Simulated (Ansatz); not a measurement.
**La3HfO: from a guess to a relaxed structure**

The task: take a trial cell of La3HfO to zero force and stress.

Method: DFT PBE, scalar-relativistic, plane waves, PAW, in Ansatz 0.2.0.

**1. The system as given**

It takes space group Pm-3m (No. 221, cubic). The conventional cell has a = 4.618 Å, b = 4.618 Å, c = 4.618 Å, α = 90.00°, β = 90.00°, γ = 90.00°. La (site symmetry 4/mmm) is surrounded by 2 O at 2.31 Å. Around Hf (site symmetry m-3m) lie 12 La at 3.27 Å. O (site symmetry m-3m) is surrounded by 6 La at 2.31 Å.

Coordinates:

```xyz
5
Lattice="4.6178 0.0000 0.0000 0.0000 4.6178 0.0000 0.0000 0.0000 4.6178" Properties=species:S:1:pos:R:3 pbc="T T T"
La    2.3089    0.0000    0.0000
La    0.0000    2.3089    0.0000
La    0.0000    0.0000    2.3089
Hf    2.3089    2.3089    2.3089
O     0.0000    0.0000    0.0000
```

Recipe of the guess: species swapped into a database cell of LaAlO3 (Pm-3m, No. 221), with Hf on the La sites, O on the Al sites and La on the O sites. The dimensions are guesses.

**2. A first look at the guess**

The input, input.yaml:

```yaml
crystal:
  lattice:
    - [4.61783078, 0.0, 0.0]
    - [0.0, 4.61783078, 0.0]
    - [0.0, 0.0, 4.61783078]
  atoms:
    - { symbol: La, position: [0.5, 0.0, 0.0] }
    - { symbol: La, position: [0.0, 0.5, 0.0] }
    - { symbol: La, position: [0.0, 0.0, 0.5] }
    - { symbol: Hf, position: [0.5, 0.5, 0.5] }
    - { symbol: O, position: [0.0, 0.0, 0.0] }
basis:
  ecutwfc: 420
kpoints:
  mp_grid: { grid: [4, 4, 4] }
hamiltonian:
  xc: pbe
scf:
  occupations: { method: gaussian, width: 0.1 }
  lower_state_search: "off"
output:
  forces: true
  stress: true
  eigenvalues: true
```

Started as:

```bash
$ ansatz run input.yaml --threads 1 --pin off --max-ram 2560MiB --backend cpu --events-out ev --progress --plain --runs-dir out
```

The session goes on with these runs: a loose first relaxation; final relaxation.

Before running it: what results should come out? Wanted: conventional cell; volume; energy over the elements; gap on the mesh.

As calculated:

| quantity | value |
| --- | --- |
| symmetry at the end (tolerance 0.05 Å) | space group Pm-3m (No. 221) |
| conventional cell | a = 5.079 Å, b = 5.079 Å, c = 5.079 Å, α = 90.00°, β = 90.00°, γ = 90.00° |
| volume | 26.21 Å³/atom |
| energy over the elements (uncorrected; H, N, O, F and Cl as molecules) | -1.01 eV/atom |
| gap on the mesh | none (metal) |

The space group Pm-3m (No. 221) is kept, and the volume per atom grows by 33.1 % from the first guess. It lies below the elements, which doesn't yet make it stable: competing phases were not computed in this session. No finished test with a distortion of lower symmetry is shown, so the end may be a saddle point. Spin-orbit coupling is left out for Hf, La. The final runs have no spin polarisation, so no magnetic state was tried and one may lie lower.
